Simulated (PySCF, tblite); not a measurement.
**C₄H₇NSi₂: geometry, infrared bands and NMR shifts**

Aim: predict the infrared bands and NMR shifts of C₄H₇NSi₂ (`N#CC#C[SiH2]C[SiH3]`).

The runs use tblite 0.8.0 and PySCF 2.14.0, with density-fitted response routines of our own; the level of theory stands in each step. All values are computed, except where a source is named. Atoms count from 0, in the outputs and in this text.

## Step 1: The molecule as given

14 atoms, charge 0, multiplicity 1; geometry from: force field or distance geometry start.

Bonds of the start (Å): N0–C1 1.18, C1–C2 1.41, C2–C3 1.22, C3–Si4 1.82, Si4–C5 1.86, C5–Si6 1.86, Si4–H7 1.46, Si4–H8 1.48, C5–H9 1.11, C5–H10 1.11, Si6–H11 1.47, Si6–H12 1.47, Si6–H13 1.47.

## Step 2: Optimising the geometry with GFN2-xTB

The job: settings as JSON, then the geometry in Å.

```
{"job": {"kind": "relax", "xc": "GFN2-xTB", "basis": "xTB"}, "charge": 0, "multiplicity": 1}
N      3.097000     3.124600     1.839800
C      2.560400     2.290200     1.205700
C      1.926400     1.281500     0.455600
C      1.376900     0.428700    -0.223000
Si     0.570200    -0.852800    -1.227700
C     -1.082100    -1.286800    -0.484200
Si    -1.711200     0.059300     0.639400
H      0.369500    -0.409900    -2.605100
H      1.394700    -2.087200    -1.207700
H     -0.946100    -2.248000     0.052300
H     -1.837600    -1.464400    -1.277900
H     -1.965400     1.262000    -0.163000
H     -0.786000     0.325800     1.754100
H     -2.967300    -0.423200     1.219300
```

The run is started by

```console
> OMP_NUM_THREADS=1 python probes_run.py task.json out
```

This one command runs all jobs of the session in turn.

**Question.** This job is followed by: GFN2-xTB harmonic vibrations, gas phase; GIAO PBE0/pcSseg-1 NMR shielding, non-relativistic, gas phase. Predict these results of the whole session: strongest single infrared mode (GFN2-xTB); zero-point energy (GFN2-xTB); 13C shifts against TMS (PBE0/pcSseg-1); 1H shifts against TMS (PBE0/pcSseg-1, means over atoms taken as alike); 15N shifts against NH3 (PBE0/pcSseg-1); 29Si shifts against TMS (PBE0/pcSseg-1).

As calculated:

| quantity | value |
| --- | --- |
| strongest single infrared mode (GFN2-xTB) | 2250 cm⁻¹, 455 km/mol |
| zero-point energy (GFN2-xTB) | 53.1 kcal/mol |
| 13C shifts against TMS (PBE0/pcSseg-1) | 111.3, 92.4, 89.9, -11.7 ppm |
| 1H shifts against TMS (PBE0/pcSseg-1, means over atoms taken as alike) | 4.62, 4.11, -0.03 ppm |
| 15N shifts against NH3 (PBE0/pcSseg-1) | 308.3 ppm |
| 29Si shifts against TMS (PBE0/pcSseg-1) | -63.6, -73.9 ppm |

What this shows: Relaxing lowered the energy by 0.281 eV in 124 steps; the close pair that moved most is C1–C2, from 1.408 to 1.363 Å. No mode is imaginary among the 36: a minimum at this level. The strongest single mode, at 2250 cm⁻¹, moves mainly H13. Unscaled tight-binding wavenumbers are off by several per cent, some by more. Its intensities can rank the bands wrongly. C1 (nitrile carbon) lies farthest downfield among carbon, at 111.3 ppm; typical of a nitrile. At PBE0/pcSseg-1: The largest span, 544 ppm, is at N0, where the paramagnetic term is -383 ppm.
